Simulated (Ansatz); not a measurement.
## Zn12H2O in Ansatz: the effect of functional

The system is Zn12H2O, a slab with vacuum.

```
CELL_PARAMETERS angstrom
5.32960 0.00000 0.00000
0.00000 4.94670 0.00000
0.00000 0.00000 23.92513
ATOMIC_POSITIONS crystal
Zn 0.50000 0.75000 0.33438
Zn 0.00000 0.75000 0.33438
Zn 0.75000 0.25000 0.36653
Zn 0.25000 0.25000 0.36653
Zn 0.75000 0.75000 0.43084
Zn 0.25000 0.75000 0.43084
Zn 0.00000 0.25000 0.46299
Zn 0.50000 0.25000 0.46299
Zn 0.00000 0.75000 0.52729
Zn 0.50000 0.75000 0.52729
Zn 0.25000 0.25000 0.55945
Zn 0.75000 0.25000 0.55945
O 0.60098 0.79859 0.64138
H 0.45991 0.70368 0.62293
H 0.75000 0.75000 0.61880
```

The cell isn't the ideal one: H2O (tilted) over a bridge site of the (1 0 0) slab of Zn, cut from the database cell, not relaxed.

Alike in all runs:

```yaml
Program: Ansatz 0.2.0
Task: projected density of states
Potentials_or_basis: Ansatz PAW
k_mesh: 5 × 6 × 1
Occupations: fermi-dirac, width 0.05 eV
Spin: no spin polarisation
```

| functional | cutoff | largest force (eV/Å) | work function (eV) |
| --- | --- | --- | --- |
| LDA | 420 eV (not typed: the program's choice for these potentials) | 0.50 | 5.65 |
| PBEsol | 420 eV (not typed: the program's choice for these potentials) | 0.50 | 5.37 |
| RPBE | 420 eV (not typed: the program's choice for these potentials) | 0.69 | 5.13 |
| revPBE | 420 eV (not typed: the program's choice for these potentials) | ? | ? |
| BLYP | 420 eV (not typed: the program's choice for these potentials) | 0.76 | 5.05 |
| r2SCAN | 500 eV (not typed: the program's choice for these potentials) | 1.11 | 5.35 |

Question: What does the run with functional revPBE give?

Answer: Largest force 0.68 eV/Å; work function 5.14 eV.

Caveats: the PAW data sets come from PBE, with cores solved anew for the run's functional, which leaves a small shift of forces and pressure.

Runs at the PBE level aren't shown here.
